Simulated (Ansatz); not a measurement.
# ZrSn7O16: the cost of one run

Method: DFT, PBE, plane-wave PAW, default files, scalar-relativistic, as far as a step names no other, in Ansatz 0.2.0.

## 1. The system as given

It takes space group Fmmm (No. 69, orthorhombic). The conventional cell has a = 6.373 Å, b = 13.401 Å, c = 13.401 Å, α = 90.00°, β = 90.00°, γ = 90.00°. Zr (site symmetry mmm) has 6 O at 2.05 to 2.06 Å as nearest neighbours. Around Sn (site symmetry mmm) lie 6 O at 2.05 to 2.06 Å. Sn (site symmetry 2/m) is surrounded by 6 O at 2.05 to 2.06 Å. O (site symmetry mm2) is surrounded by 2 Sn at 2.05 Å and 1 Zr at 2.06 Å. O (site symmetry mm2) has 3 Sn at 2.05 to 2.06 Å as nearest neighbours. Around O (site symmetry m) lie 3 Sn at 2.05 to 2.06 Å. Only part of the 10 independent sites is listed.

Structure file:

```cif
data_structure
_symmetry_space_group_name_H-M 'P 1'
_symmetry_Int_Tables_number 1
_cell_length_a 7.4196
_cell_length_b 7.4196
_cell_length_c 7.4196
_cell_angle_alpha 100.629
_cell_angle_beta 100.629
_cell_angle_gamma 129.132
_cell_volume 286.13
loop_
_atom_site_label
_atom_site_type_symbol
_atom_site_fract_x
_atom_site_fract_y
_atom_site_fract_z
_atom_site_occupancy
Zr1 Zr 0.00000 0.00000 0.00000 1
Sn1 Sn 0.50000 0.50000 0.00000 1
Sn2 Sn 0.50000 0.00000 0.50000 1
Sn3 Sn 0.00000 0.50000 0.50000 1
Sn4 Sn 0.50000 0.50000 0.50000 1
Sn5 Sn 0.00000 0.00000 0.50000 1
Sn6 Sn 0.00000 0.50000 0.00000 1
Sn7 Sn 0.50000 0.00000 0.00000 1
O1 O 0.15355 0.15355 0.30710 1
O2 O 0.65355 0.65355 0.30710 1
O3 O 0.65355 0.15355 0.80710 1
O4 O 0.15355 0.65355 0.80710 1
O5 O 0.65355 0.34645 0.50000 1
O6 O 0.15355 0.84645 0.50000 1
O7 O 0.15355 0.34645 0.00000 1
O8 O 0.65355 0.84645 0.00000 1
O9 O 0.34645 0.34645 0.69290 1
O10 O 0.84645 0.84645 0.69290 1
O11 O 0.84645 0.34645 0.19290 1
O12 O 0.34645 0.84645 0.19290 1
O13 O 0.34645 0.65355 0.50000 1
O14 O 0.84645 0.15355 0.50000 1
O15 O 0.84645 0.65355 0.00000 1
O16 O 0.34645 0.15355 0.00000 1
```

Atom 1 of the input is the impurity.

## 2. Gradients at the starting positions

Input file input.yaml:

```yaml
crystal:
  lattice:
    - [-4.738, 4.738, 3.1865]
    - [4.738, -4.738, 3.1865]
    - [4.738, 4.738, -3.1865]
  atoms:
    - { symbol: Zr, position: [0.0, 0.0, 0.0] }
    - { symbol: Sn, position: [0.5, 0.5, 0.0] }
    - { symbol: Sn, position: [0.5, 0.0, 0.5] }
    - { symbol: Sn, position: [0.0, 0.5, 0.5] }
    - { symbol: Sn, position: [0.5, 0.5, 0.5] }
    - { symbol: Sn, position: [0.0, 0.0, 0.5] }
    - { symbol: Sn, position: [0.0, 0.5, 0.0] }
    - { symbol: Sn, position: [0.5, 0.0, 0.0] }
    - { symbol: O, position: [0.15355, 0.15355, 0.3071] }
    - { symbol: O, position: [0.65355, 0.65355, 0.3071] }
    - { symbol: O, position: [0.65355, 0.15355, 0.8071] }
    - { symbol: O, position: [0.15355, 0.65355, 0.8071] }
    - { symbol: O, position: [0.65355, 0.34645, 0.5] }
    - { symbol: O, position: [0.15355, 0.84645, 0.5] }
    - { symbol: O, position: [0.15355, 0.34645, 0.0] }
    - { symbol: O, position: [0.65355, 0.84645, 0.0] }
    - { symbol: O, position: [0.34645, 0.34645, 0.6929] }
    - { symbol: O, position: [0.84645, 0.84645, 0.6929] }
    - { symbol: O, position: [0.84645, 0.34645, 0.1929] }
    - { symbol: O, position: [0.34645, 0.84645, 0.1929] }
    - { symbol: O, position: [0.34645, 0.65355, 0.5] }
    - { symbol: O, position: [0.84645, 0.15355, 0.5] }
    - { symbol: O, position: [0.84645, 0.65355, 0.0] }
    - { symbol: O, position: [0.34645, 0.15355, 0.0] }
kpoints:
  mp_grid: { grid: [4, 4, 4] }
scf:
  occupations: { method: fermi_dirac, width: 0.01 }
hamiltonian:
  xc: pbe
  pseudopotentials: { kind: paw }
output:
  forces: true
  stress: true
  populations: true
  efg:
    quadrupole_moments_barn: { Zr: -0.176, Sn: -0.132, O: -0.02558 }
    contact_densities: true
```

Run with:

```sh
ansatz run input.yaml --threads 1 --pin off --max-ram 3072MiB --backend cpu --events-out ev --progress --plain --runs-dir out
```

Q: Estimate wall time and peak memory on 1 thread of Arm Neoverse V2, shared host.

About 53 s, with a peak of 0.91 GiB.
